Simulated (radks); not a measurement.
# Ca²⁺ in [Ar]: an all-electron calculation

The task here is to estimate one member of a computed series from the others.

Program: radks (a radial shooting solver on a logarithmic mesh, Libxc functionals) version 1. Level of theory: Dirac Kohn-Sham, revPBE, spin-unpolarised, spherical densities, finite nucleus. These are calculated values, not measurements, unless marked.

## The atom as given

```
element            : calcium (Z = 20)
charge             : +2
electrons          : 18
configuration      : [Ar]
nuclear rms radius : 3.4776 fm
```

Outer shells as boxes (Hund's rule):

Ca²⁺
```
[Ne] core
3s [↑↓]
3p [↑↓][↑↓][↑↓]
```

The first run:

The run's settings:

```text
Z 20
configuration [Ar]
relativity Dirac
functional pbe_r,pbe
spin unpolarised
j_filling energy
nucleus finite rms 3.4776 fm
c 137.035999084
```

Launch:

```bash
> python run_ks.py task.json out
```

All runs below come from this command, one after another.

One of the session's tables, all rows but one given; the rest of the session is left out.

It belongs to the step «Radial structure». Sizes of the orbitals, from the radial functions (bohr):

```
level      <r>  outermost maximum (interpolated)  90 % within  nodes
1s1/2  0.07683                            0.0503        0.137      0
2s1/2        ?                                 ?            ?      ?
2p1/2   0.3259                             0.245        0.538      0
2p3/2   0.3285                             0.247        0.542      0
3s1/2    1.151                             0.994         1.72      2
3p1/2    1.253                              1.04         1.93      1
3p3/2    1.260                              1.05         1.94      1
```

**Question.** Estimate the row for 2s1/2.

The run gave: <r>: 0.3639; outermost maximum (interpolated): 0.300; 90 % within: 0.567; nodes: 1. In the column «<r>» it lies between 2p3/2 (0.3285) and 3s1/2 (1.151).
